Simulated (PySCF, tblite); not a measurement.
# 1-vinylnaphthalene: geometry, infrared bands, NMR shifts, spin-spin couplings and electronic excitations

What infrared bands, NMR shifts, spin-spin couplings and electronic excitations should 1-vinylnaphthalene (`C=Cc1cccc2ccccc12`) show?

Computed with tblite 0.8.0 and PySCF 2.14.0, with density-fitted response routines of our own, on a single molecule in the gas phase. Atoms are numbered from 0 throughout.

## Step 1: Starting geometry

22 atoms, charge 0, multiplicity 1; geometry from: force field or distance geometry start.

Bonds of the start (Å): C0–C1 1.33, C1–C2 1.48, C2–C3 1.42, C3–C4 1.38, C4–C5 1.39, C5–C6 1.40, C6–C7 1.41, C7–C8 1.40, C8–C9 1.39, C9–C10 1.40, C10–C11 1.41, C11–C2 1.41, C11–C6 1.43, C0–H12 1.09, C0–H13 1.09, C1–H14 1.08, C3–H15 1.08, C4–H16 1.09, C5–H17 1.09, C7–H18 1.08, C8–H19 1.09, C9–H20 1.08, C10–H21 1.08.

## Step 2: Relaxing the molecule with GFN2-xTB

Job settings and geometry (Å):

```
{"job": {"kind": "relax", "xc": "GFN2-xTB", "basis": "xTB"}, "charge": 0, "multiplicity": 1}
C     -3.333900    -0.444000     0.677700
C     -2.311400    -0.719100    -0.131000
C     -1.127600     0.156700    -0.260200
C     -1.351400     1.486100    -0.706500
C     -0.281600     2.346400    -0.875100
C      1.013300     1.907900    -0.643900
C      1.268100     0.599500    -0.215300
C      2.591700     0.175500     0.029600
C      2.860400    -1.130100     0.458200
C      1.805400    -2.018100     0.665100
C      0.490800    -1.611100     0.427500
C      0.182600    -0.304100    -0.013600
H     -4.186400    -1.123900     0.767200
H     -3.372000     0.462200     1.276400
H     -2.292000    -1.635700    -0.696100
H     -2.361200     1.833300    -0.892500
H     -0.456700     3.369300    -1.215800
H      1.840500     2.597700    -0.793500
H      3.418200     0.857200    -0.119000
H      3.885900    -1.437100     0.642600
H      2.008700    -3.022000     1.006800
H     -0.301900    -2.327200     0.610400
```

On the command line:

```
> OMP_NUM_THREADS=2 python probes_run.py task.json out
```

The driver reads the jobs from task.json and runs them one after another.

**Question.** This job is followed by: GFN2-xTB harmonic vibrations, gas phase; PBE0-D3(BJ)/def2-SVP geometry optimisation, gas phase; GIAO PBE0/pcSseg-1 NMR shielding, non-relativistic, gas phase; B3LYP/pcJ-1 indirect spin-spin coupling, non-relativistic, gas phase; TDDFT CAM-B3LYP/def2-SVPD, vertical, gas phase, core orbitals frozen in the response; GIAO B3LYP/pcSseg-1 NMR shielding, non-relativistic, gas phase. Predict these results of the whole session: strongest single infrared mode (GFN2-xTB); zero-point energy (GFN2-xTB); point group; rotational constants (main isotopes); 13C shifts against TMS (PBE0/pcSseg-1); 1H shifts against TMS (PBE0/pcSseg-1); largest coupling of the table (B3LYP/pcJ-1); lowest singlet (CAM-B3LYP/def2-SVPD); brightest single state of those computed; lowest triplet; range of the shift of C6.

As calculated:

| quantity | value |
| --- | --- |
| strongest single infrared mode (GFN2-xTB) | 3086 cm⁻¹, 110 km/mol |
| zero-point energy (GFN2-xTB) | 109.7 kcal/mol |
| point group | C1 |
| rotational constants (main isotopes) | 1.61, 0.85, 0.56 GHz |
| 13C shifts against TMS (PBE0/pcSseg-1) | 144.3, 141.1, 136.8, 134.4, 134.3, 134.3, 131.4, 131.3, 131.0, 129.6, 129.1, 124.6 ppm |
| 1H shifts against TMS (PBE0/pcSseg-1) | 8.23, 7.95, 7.91, 7.80, 7.75, 7.69, 7.67, 7.64, 6.07, 5.74 ppm |
| largest coupling of the table (B3LYP/pcJ-1) | 1J(C,H) C0–H12, 170.4 Hz |
| lowest singlet (CAM-B3LYP/def2-SVPD) | 4.31 eV (288 nm), f = 0.207 |
| brightest single state of those computed | state 5, 5.84 eV, f = 0.839 |
| lowest triplet | 2.81 eV |
| range of the shift of C6 | 136.8 to 138.4 ppm |

**Reading.** The optimisation took 71 steps and gained 0.163 eV; among the close pairs (by a distance rule), C2–C3 changed most, from 1.420 to 1.378 Å (GFN2-xTB). No mode is imaginary among the 60: a minimum at this level. GFN2-xTB is a fitted tight-binding method: band positions and strengths are rough. Its intensities can rank the bands wrongly. Over 7 steps the energy fell by 0.237 eV; of the close pairs, C3–C4 changed most, 1.367 to 1.409 Å (PBE0/def2-SVP). NICS(1)zz of -27 ppm above the planar ring from C2 marks a diatropic (aromatic) ring current. NICS(1)zz of -29 ppm above the planar ring from C6 marks a diatropic (aromatic) ring current. Of the pairs tabulated at B3LYP/pcJ-1, C0–H12 couples most strongly (170.4 Hz; Fermi contact 169.5 Hz). Couplings across rotatable bonds belong to this one conformer; where others are populated, the observed values are averages. The first singlet state (HOMO→LUMO 0.95) lies at 4.31 eV and is bright; of the 10 states computed, the strongest absorption comes from state 5 at 5.84 eV. The lowest triplet lies 1.49 eV below the lowest singlet (triplets in Tamm-Dancoff, singlets in full TDDFT). In ppm, C6 moves most: its shift spreads over 1.6 ppm, from 136.8 (PBE0/pcSseg-1) to 138.4 (B3LYP/pcSseg-1).
